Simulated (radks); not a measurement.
# Taking charge from the 3p level of Pd in fractions

The task here is to estimate one member of a computed series from the others.

The numbers are computed with radks (a radial shooting solver on a logarithmic mesh, Libxc functionals) version 1 (scalar-relativistic Kohn-Sham, SCAN, spin-polarised, spherical densities, finite nucleus), except any that are marked as measured or tabulated.

**What is computed**

```
element            : palladium (Z = 46)
charge             : 0
electrons          : 46
configuration      : [Ne] 3s2 3p(up 3, down 3) 3d10 4s2 4p6 4d10
nuclear rms radius : 4.5318 fm
```

A shell typed twice in an input gives spin up, then spin down.

Set-up of the first run:

The run's settings:

```text
Z 46
configuration [Ne] 3s2 3p3 3p3 3d10 4s2 4p6 4d10
relativity scalar-relativistic
functional scan,scan
spin polarised
nucleus finite rms 4.5318 fm
c 137.035999084
```

Steps of the session up to this table: Start: [Ne] 3s2 3p(up 3, down 3) 3d10 4s2 4p6 4d10.

One table of the session follows, with a row left open; its other results are not shown here.

It belongs to the step «Start: [Ne] 3s2 3p(up 3, down 3) 3d10 4s2 4p6 4d10». Radial moments (bohr):

| level | <r> | outermost maximum (interpolated) | 90 % within | nodes |
| --- | --- | --- | --- | --- |
| 2s | 0.1382 | 0.117 | 0.214 | 1 |
| 2p | 0.1206 | 0.0934 | 0.196 | 0 |
| 3s | 0.3783 | 0.341 | 0.557 | 2 |
| 3p | ? | ? | ? | ? |
| 3d | 0.3576 | 0.283 | 0.566 | 0 |
| 4s | 0.9502 | 0.854 | 1.38 | 3 |
| 4p | 1.046 | 0.912 | 1.55 | 2 |
| 4d | 1.579 | 1.10 | 2.64 | 1 |

Estimate the missing values for 3p.

**Answer.** <r>: 0.3781; outermost maximum (interpolated): 0.335; 90 % within: 0.569; nodes: 1. In the column «<r>» it lies between 3d (0.3576) and 3s (0.3783).
